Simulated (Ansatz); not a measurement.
**CH₄GeO₂Zn: basis-set convergence**

The task here is to estimate one member of a computed series from the others.

The runs use Ansatz 0.2.0, Gaussian basis; one geometry, several basis sets.

Plan: PBE0-D4/def2-SVP; ωB97M-V/def2-SVP; PBE0-D4/def2-QZVPP; ωB97M-V/def2-QZVPP; the functionals' def2-TZVPP values are taken from earlier runs.

**The geometry**

An earlier PBE0-D4 in a triple-zeta def2 set relaxation fixed the geometry.

9 atoms, charge 0, spin multiplicity 1.

Atoms are counted from 1 here; the program's logs count them from 0.

Bond lengths: O1–C2 1.375 Å, O1–H6 0.961 Å, C2–Zn3 2.093 Å, C2–Ge5 2.030 Å, C2–H7 1.092 Å, Zn3–O4 1.897 Å, O4–Ge5 1.768 Å, Ge5–H8 1.547 Å, Ge5–H9 1.541 Å. Angles: C2–O1–H6 109.6°, O1–C2–Zn3 126.6°, O1–C2–Ge5 122.2°, O1–C2–H7 107.4°, Zn3–C2–Ge5 78.6°, Zn3–C2–H7 106.5°, Ge5–C2–H7 113.0°, C2–Zn3–O4 92.1°, Zn3–O4–Ge5 90.8°, C2–Ge5–O4 98.2°, C2–Ge5–H8 107.7°, C2–Ge5–H9 112.6°, O4–Ge5–H8 113.5°, O4–Ge5–H9 111.7°, H8–Ge5–H9 112.4°.

The first run:

File in.yaml:

```yaml
crystal:
  periodic: [false, false, false]
  atoms:
    - {symbol: O, position_ang: [-0.112528, 1.823011, -0.777346]}
    - {symbol: C, position_ang: [0.554258, 0.714423, -0.310660]}
    - {symbol: Zn, position_ang: [1.056656, -0.994528, -1.409559]}
    - {symbol: O, position_ang: [0.186995, -2.134633, -0.166876]}
    - {symbol: Ge, position_ang: [-0.379697, -0.738259, 0.756973]}
    - {symbol: H, position_ang: [-0.974141, 1.562794, -1.114862]}
    - {symbol: H, position_ang: [1.476665, 1.062570, 0.158924]}
    - {symbol: H, position_ang: [-1.904353, -0.501232, 0.641791]}
    - {symbol: H, position_ang: [0.096145, -0.794136, 2.221595]}
basis:
  gaussian: {orbitals: def2-SVP}
hamiltonian: {xc: pbe0, dispersion: d4}
output: {orbitals: {seedname: orbitals}}
```

On the command line:

```bash
$ ansatz run in.yaml --threads 2 --pin off --events-out ev --progress --plain --max-ram 32768MiB --backend cpu
```

Steps of the session up to this table: PBE0-D4 in def2-SVP; ωB97M-V in def2-SVP; PBE0-D4 in def2-QZVPP; ωB97M-V in def2-QZVPP.

One table of the session follows, with a row left open; its other results are not shown here.

It belongs to the step «Functionals by basis». 

| functional | basis | HOMO (eV) | LUMO (eV) |
| --- | --- | --- | --- |
| PBE0-D4 | def2-SVP | -6.03 | -2.32 |
| PBE0-D4 | def2-TZVPP | ? | ? |
| PBE0-D4 | def2-QZVPP | -6.24 | -2.56 |
| ωB97M-V | def2-SVP | -7.96 | -0.63 |
| ωB97M-V | def2-TZVPP | -8.19 | -0.89 |
| ωB97M-V | def2-QZVPP | -8.21 | -0.97 |

Q: Estimate the row for PBE0-D4, def2-TZVPP from the others.

**Answer.** HOMO (eV): -6.23; LUMO (eV): -2.54. In the column «HOMO (eV)» it lies between PBE0-D4, def2-QZVPP (-6.24) and PBE0-D4, def2-SVP (-6.03).
